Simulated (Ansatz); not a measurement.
# C₂H₄FGa: a few dozen steps of dynamics

Aim: follow C₂H₄FGa for 30 steps at constant energy (1500 K) and see how far bonds stretch and how energy moves between motion and potential.

Computed with Ansatz 0.2.0, Gaussian basis. Level: PBE/def2-SVP with D3(BJ) with three-body dispersion.

### 1 The relaxed structure

An earlier PBE0-D4 in a triple-zeta def2 set relaxation fixed the geometry.

8 atoms, charge 0, spin multiplicity 1.

Atoms are counted from 1 here; the program's logs count them from 0.

Bond lengths: F1–C2 1.336 Å, C2–C3 1.330 Å, C2–H5 1.083 Å, C3–H6 1.081 Å, C3–H7 1.082 Å, Ga4–H8 1.679 Å. Angles: F1–C2–C3 121.4°, F1–C2–H5 112.5°, C3–C2–H5 125.9°, C2–C3–H6 122.0°, C2–C3–H7 119.4°, H6–C3–H7 118.6°.

Geometry (Å):

```xyz
8
C2H4FGa
F     0.7797    0.4242   -1.7879
C     0.3522    0.7808   -0.5733
C     0.6469    0.0586    0.5046
Ga   -1.9048   -0.7746   -0.3108
H    -0.1678    1.7312   -0.5787
H     1.2277   -0.8512    0.4423
H     0.3283    0.4038    1.4788
H    -1.1701   -1.8300    0.7693
```

### 2 The run

in.yaml

```yaml
crystal:
  periodic: [false, false, false]
  atoms:
    - {symbol: F, position_ang: [0.779732, 0.424176, -1.787919]}
    - {symbol: C, position_ang: [0.352157, 0.780831, -0.573253]}
    - {symbol: C, position_ang: [0.646885, 0.058595, 0.504553]}
    - {symbol: Ga, position_ang: [-1.904782, -0.774564, -0.310833]}
    - {symbol: H, position_ang: [-0.167760, 1.731156, -0.578748]}
    - {symbol: H, position_ang: [1.227710, -0.851246, 0.442338]}
    - {symbol: H, position_ang: [0.328253, 0.403830, 1.478775]}
    - {symbol: H, position_ang: [-1.170095, -1.829977, 0.769287]}
basis:
  gaussian: {orbitals: def2-SVP}
hamiltonian: {xc: {name: PBE}, dispersion: d3bjatm}
md: {timestep: 0.5 fs, n_steps: 30, ensemble: nve, temperature: 1500, initial_velocities: maxwell_boltzmann, seed: 826}
```

Launch:

```bash
$ ansatz run in.yaml --threads 2 --pin off --events-out ev --progress --plain --max-ram 4352MiB
```

Output (excerpt; [...] marks lines left out):

```text
Functional definition: PBE
  name "PBE"
  cite "Perdew, Burke & Ernzerhof, Phys. Rev. Lett. 77, 3865 (1996) doi:10.1103/PhysRevLett.77.3865"
  parent pbe
[...]
1051 factors; their error is unknown
[...]
mean field -57208.39031377 eV, -2102.3695667913 hartree, gradient 4.6e-5 eV, S^2 0.000000; 0 other end points of the search recorded, 0 dependent functions left out
[...]
reference -57208.39034718 eV, -2102.3695680193 hartree; 28, 28 occupied and 66, 66 virtual orbitals, 1051 factors
md step     0: t =     0.00 fs  T =  1500.0 K  F+E_penalty+E_count = -57208.55585136 eV  E_kin = 1.163340 eV  conserved = -57207.39251137 eV  (29 SCF iters)
[...]
md step     7: t =     3.50 fs  T =  1117.2 K  F+E_penalty+E_count = -57208.25698551 eV  E_kin = 0.866488 eV  conserved = -57207.39049721 eV  (30 SCF iters, 3 dispersion substeps)
[...]
md step    14: t =     7.00 fs  T =   794.9 K  F+E_penalty+E_count = -57208.00714809 eV  E_kin = 0.616478 eV  conserved = -57207.39066965 eV  (31 SCF iters, 3 dispersion substeps)
[...]
md step    21: t =    10.50 fs  T =   722.7 K  F+E_penalty+E_count = -57207.95211571 eV  E_kin = 0.560518 eV  conserved = -57207.39159728 eV  (33 SCF iters, 3 dispersion substeps)
[...]
md step    28: t =    14.00 fs  T =   696.7 K  F+E_penalty+E_count = -57207.93130955 eV  E_kin = 0.540349 eV  conserved = -57207.39096017 eV  (31 SCF iters, 3 dispersion substeps)
[...]
md step    29: t =    14.50 fs  T =   702.0 K  F+E_penalty+E_count = -57207.93550104 eV  E_kin = 0.544416 eV  conserved = -57207.39108473 eV  (31 SCF iters, 3 dispersion substeps)
[...]
md step    30: t =    15.00 fs  T =   699.4 K  F+E_penalty+E_count = -57207.93342709 eV  E_kin = 0.542404 eV  conserved = -57207.39102335 eV  (31 SCF iters, 3 dispersion substeps)
Total energy: -57207.93346211 eV, -2102.3527778024 hartree
Atom 0 at     0.727791     0.385457    -1.783732 Å, force     0.246488     0.296842    -0.222487 eV/Å
Atom 1 at     0.286115     0.818793    -0.603422 Å, force     0.087157    -0.920941     0.760999 eV/Å
Atom 2 at     0.429780    -0.031424     0.480644 Å, force     2.250634    -0.001881     0.761538 eV/Å
Atom 3 at    -1.833594    -0.749967    -0.299967 Å, force    -1.055886    -0.160609    -0.386428 eV/Å
Atom 4 at    -0.059291     1.880072    -0.647603 Å, force    -0.274036    -0.570603     0.161863 eV/Å
Atom 5 at     1.306170    -0.804892     0.484602 Å, force    -1.723250     0.812251    -0.394337 eV/Å
Atom 6 at     0.157749     0.285251     1.520864 Å, force    -0.044324     0.106890    -0.674370 eV/Å
Atom 7 at    -1.757748    -2.257984     0.567653 Å, force     0.513218     0.438053    -0.006778 eV/Å
Dipole moment:     0.453887     0.405915     0.190295 e Å
```

It took 33 s on 2 threads of AMD EPYC 7B13, shared host.

### 3 The trajectory

One row in 2; energies are counted from the first frame:

```tsv
time (fs)	T (K)	potential (meV)	conserved (meV)	C3–H6 (Å)
0.0	1500	0.0	0.00	1.081
1.0	1423	60.5	1.01	1.122
2.0	1281	171.7	2.23	1.157
3.0	1163	263.6	2.22	1.177
4.0	1076	330.8	1.85	1.176
5.0	994	394.3	1.72	1.155
6.0	902	465.4	1.61	1.120
7.0	795	548.7	1.84	1.079
8.0	699	624.3	2.71	1.048
9.0	673	643.7	2.65	1.039
10.0	711	613.4	1.24	1.056
11.0	719	606.7	1.13	1.091
12.0	686	633.5	2.23	1.130
13.0	677	640.4	2.24	1.160
14.0	697	624.5	1.55	1.174
15.0	699	622.4	1.49	1.169
```

Positions (Å) and forces (eV/Å) at 15.0 fs:

```xyz
8

F     0.728    0.385   -1.784    0.246    0.297   -0.222
C     0.286    0.819   -0.603    0.087   -0.921    0.761
C     0.430   -0.031    0.481    2.251   -0.002    0.762
Ga   -1.834   -0.750   -0.300   -1.056   -0.161   -0.386
H    -0.059    1.880   -0.648   -0.274   -0.571    0.162
H     1.306   -0.805    0.485   -1.723    0.812   -0.394
H     0.158    0.285    1.521   -0.044    0.107   -0.674
H    -1.758   -2.258    0.568    0.513    0.438   -0.007
```

### 4 Results

```
                              quantity                          value
                                length             30 steps of 0.5 fs
     temperature, first and last frame                    1500, 699 K
              temperature, second half  mean 697 K, from 673 to 742 K
                swing of the potential                        644 meV
largest change of the conserved energy                       2.93 meV
                        range of C3–H6               1.039 to 1.179 Å
```

From 1500 K at the start the temperature swings between 673 and 1500 K: with 8 atoms it has no steady value yet; starting near a minimum, about half of the kinetic energy flows into the potential. The conserved energy moves by 2.93 meV, 0.5 % of the potential's swing, so the step is short enough for this stretch. C3–H6 swings most, by 0.14 Å; no bond breaks. A run of 15 fs gives no averages.
